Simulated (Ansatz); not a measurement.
**GeH2S (SMILES [SH][GeH]): FCI/STO-3G**

What is the electronic atomisation energy of GeH2S at FCI/STO-3G? 

The results are computed with Ansatz 0.2.0.

51 further runs of the same task are left out: 3 that didn't finish, 48 set aside as unsound or not needed.

### 1 The molecule

The species is GeH2S (4 atoms), meant as a singlet with charge 0. SMILES: `[SH][GeH]`. The coordinates come from a PBE0-D4/def2-TZVP relaxation.

Bond lengths: S1–Ge2 2.225 Å, S1–H3 1.342 Å, Ge2–H4 1.595 Å. Angles: S1–Ge2–H4 93.7°, Ge2–S1–H3 100.2°.

### 2 The energy at FCI/STO-3G

The input, molecule.yaml:

```yaml
crystal:
  periodic: [false, false, false]
  atoms:
    - symbol: S
      position_ang: [-0.443300, -1.201800, 0.271700]
    - symbol: Ge
      position_ang: [-0.841700, 0.737900, -0.743600]
    - symbol: H
      position_ang: [0.779200, -0.962100, 0.771200]
    - symbol: H
      position_ang: [0.561200, 1.365900, -0.319400]
basis:
  gaussian: {orbitals: STO-3G}
total_charge: 0
correlation: {method: fci, frozen_orbitals: {Ge: 9, H: 0, S: 5}}
accuracy: high
```

The run is started by

```console
$ ansatz run molecule.yaml --threads 1 --pin off --max-ram 2610MiB --events-out events.jsonl --progress --plain --runs-dir runs
```

Output:

```text
Warning: RAYON_NUM_THREADS=1 ignored (pool sized by the plan → 1); use --threads N
Functional definition: HF
  name "HF"
  exchange = exact_x
  correlation = 0
422 factors; integrals over basis functions are off by at most 1.4e-8 eV
mean field evaluation 1: about -66559.8128 eV, gradient 1.1e1 eV
mean field evaluation 2: about -66559.8435 eV, gradient 1.1e1 eV
mean field evaluation 4: about -66560.4304 eV, gradient 8.5e-1 eV
mean field evaluation 8: about -66560.4380 eV, gradient 5.2e-7 eV
mean field -66560.43803525 eV, -2446.0509815100 hartree, gradient 2.3e-8 eV, S^2 0.000000; 0 other end points of the search recorded, 0 dependent functions left out
14 core orbitals not correlated: weight in the atoms' cores, before any rotation towards them, 1.000 or more for the frozen orbitals, at most 0.000 for the correlated occupied ones
reference -66560.43803525 eV, -2446.0509815100 hartree; 11, 11 occupied and 4, 4 virtual orbitals, 422 factors
state -66562.74560199 eV, -2446.1357830238 hartree
Total energy: -66562.74560199 eV, -2446.1357830238 hartree
```

It took 6.6 s on 1 thread of Arm Neoverse V1, shared host; peak memory 0.2 GiB.

### 3 The Ge atom, same level

The input, job.yaml:

```yaml
basis:
  gaussian:
    orbitals: STO-3G
crystal:
  periodic: [false, false, false]
  atoms:
    - {symbol: Ge, position_ang: [0.000000, 0.000000, 0.000000]}
total_charge: 0
magnetization:
  spin_polarized: true
  initial_magnetization: 2
correlation:
  method: fci
  frozen_orbitals: {Ge: 9}
accuracy: high
```

Run the same way, it converges to -2051.64970 Eh (log not shown).

### 4 The H atom: the energy at UHF/STO-3G

The input, in.yaml:

```yaml
crystal:
  periodic: [false, false, false]
  atoms:
    - symbol: H
      position_ang: [0.000000, 0.000000, 0.000000]
basis:
  gaussian: {orbitals: STO-3G}
total_charge: 0
magnetization: {spin_polarized: true, initial_magnetization: 1}
hamiltonian: {xc: hf}
accuracy: high
```

The run is started by

```console
$ ansatz run in.yaml --threads 1 --pin off --max-ram 2610MiB --events-out events.jsonl --progress --plain --runs-dir runs
```

Output:

```text
Warning: RAYON_NUM_THREADS=1 ignored (pool sized by the plan → 1); use --threads N
[... 4 set-up lines as earlier in the session ...]
1 factors; integrals over basis functions are off by at most 4.6e-10 eV
mean field evaluation 1: about -12.6963 eV, gradient 0.0e0 eV
mean field evaluation 2: about -12.6963 eV, gradient 0.0e0 eV
mean field -12.69633895 eV, -0.4665818504 hartree, gradient 0.0e0 eV, S^2 0.750000; 0 other end points of the search recorded, 0 dependent functions left out
reference -12.69633895 eV, -0.4665818504 hartree; 1, 0 occupied and 0, 1 virtual orbitals, 1 factors
Total energy: -12.69633895 eV, -0.4665818504 hartree
```

Run time: 0.02 s. Hardware: 1 thread of Arm Neoverse V1, shared host.

### 5 The S atom at the same level

The input, job.yaml:

```yaml
crystal:
  periodic: [false, false, false]
  atoms:
    - {symbol: S, position_ang: [0.000000, 0.000000, 0.000000]}
basis:
  gaussian:
    orbitals: STO-3G
magnetization:
  spin_polarized: true
  initial_magnetization: 2
correlation:
  method: fci
  frozen_orbitals: {S: 5}
accuracy: high
```

Run the same way, it converges to -393.13022 Eh (log not shown).

### 6 Summary of results

At FCI/STO-3G, 14 core orbitals frozen:

| quantity | value |
| --- | --- |
| molecule: total energy | -2446.13578 Eh |
| molecule: correlation energy (14 core orbitals frozen) | -84.8 mEh |
| Ge atom: total energy | -2051.64970 Eh |
| Ge atom: correlation energy (9 core orbitals frozen) | -13.4 mEh |
| H atom: total energy | -0.46658 Eh |
| H atom: ⟨S²⟩ | 0.750 |
| S atom: total energy | -393.13022 Eh |
| S atom: correlation energy (5 core orbitals frozen) | 0.0 mEh |
| electronic atomisation energy | 11.502 eV |

**Reading.** Taking the molecule apart into free atoms costs 11.50 eV (1110 kJ/mol), before zero-point energy and without spin-orbit coupling. In a minimal basis such a difference can be off by several eV, whatever the method.
